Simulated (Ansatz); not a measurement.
# ZnS: the cost of one run

Method: DFT r2SCAN, scalar-relativistic, plane waves, PAW, in Ansatz 0.2.0.

## 1. Starting point

The structure is hexagonal, space group P6_3mc (No. 186). Conventional cell: a = 3.810 Å, b = 3.810 Å, c = 24.909 Å, α = 90.00°, β = 90.00°, γ = 120.00°. Zn (site symmetry 3m) has 4 S at 2.33 Å in its first shell of neighbours. Around Zn (site symmetry 3m) lie 4 S at 2.33 to 2.34 Å. S (site symmetry 3m) has 4 Zn at 2.33 Å in its first shell of neighbours. S (site symmetry 3m) has 4 Zn at 2.33 to 2.34 Å in its first shell of neighbours.

As a file:

```xyz
16
Lattice="3.8099 0.0000 0.0000 -1.9050 3.2995 0.0000 0.0000 0.0000 24.9091" Properties=species:S:1:pos:R:3 pbc="T T T"
Zn    0.0000    0.0000    0.0008
Zn    0.0000    0.0000   12.4553
Zn    0.0000    2.1997    3.1121
Zn    1.9050    1.0998   15.5666
Zn    0.0000    2.1997    9.3446
Zn    1.9050    1.0998   21.7991
Zn    0.0000    2.1997   18.6827
Zn    1.9050    1.0998    6.2282
S     0.0000    0.0000    2.3347
S     0.0000    0.0000   14.7892
S     0.0000    2.1997    5.4457
S     1.9050    1.0998   17.9002
S     0.0000    2.1997   11.6777
S     1.9050    1.0998   24.1322
S     0.0000    2.1997   21.0203
S     1.9050    1.0998    8.5658
```

This cell was relaxed beforehand with the same method: volume 19.57 Å³/atom, gap on the mesh 2.72 eV.

## 2. Point at V/V0 = 0.97

Input file input.yaml:

```yaml
crystal:
  lattice:
    - [3.7714293625, 0.0, 0.0]
    - [-1.8857146813, 3.2661536365, 0.0]
    - [0.0, 0.0, 24.6574351926]
  atoms:
    - { symbol: Zn, position: [0.0, 0.0, 3.22154e-05] }
    - { symbol: Zn, position: [0.0, 0.0, 0.5000322154] }
    - { symbol: Zn, position: [0.3333333333, 0.6666666667, 0.12493736] }
    - { symbol: Zn, position: [0.6666666667, 0.3333333333, 0.62493736] }
    - { symbol: Zn, position: [0.3333333333, 0.6666666667, 0.3751473872] }
    - { symbol: Zn, position: [0.6666666667, 0.3333333333, 0.8751473872] }
    - { symbol: Zn, position: [0.3333333333, 0.6666666667, 0.7500376034] }
    - { symbol: Zn, position: [0.6666666667, 0.3333333333, 0.2500376034] }
    - { symbol: S, position: [0.0, 0.0, 0.0937272802] }
    - { symbol: S, position: [0.0, 0.0, 0.5937272802] }
    - { symbol: S, position: [0.3333333333, 0.6666666667, 0.2186228992] }
    - { symbol: S, position: [0.6666666667, 0.3333333333, 0.7186228992] }
    - { symbol: S, position: [0.3333333333, 0.6666666667, 0.4688137861] }
    - { symbol: S, position: [0.6666666667, 0.3333333333, 0.9688137861] }
    - { symbol: S, position: [0.3333333333, 0.6666666667, 0.8438814685] }
    - { symbol: S, position: [0.6666666667, 0.3333333333, 0.3438814685] }
basis:
  ecutwfc: 500
kpoints:
  mp_grid: { grid: [6, 6, 1] }
hamiltonian:
  xc: r2scan
scf:
  occupations: { method: gaussian, width: 0.02 }
output:
  forces: true
  stress: true
  eigenvalues: true
relax:
  adjacent_minimum: "off"
  f_tol: 0.01
  max_steps: 30
  cell: { stress_tol: 0.1, fix: [volume] }
```

Started as:

```console
> ansatz run input.yaml --threads 4 --pin off --max-ram 10240MiB --backend cpu --events-out ev --progress --plain --runs-dir out
```

**Question.** How long does this run take on 4 threads of Intel Xeon at 2.50GHz (Skylake/Cascade Lake), shared host, and how much memory does it need?

About 38 s, with a peak of 1.5 GiB.
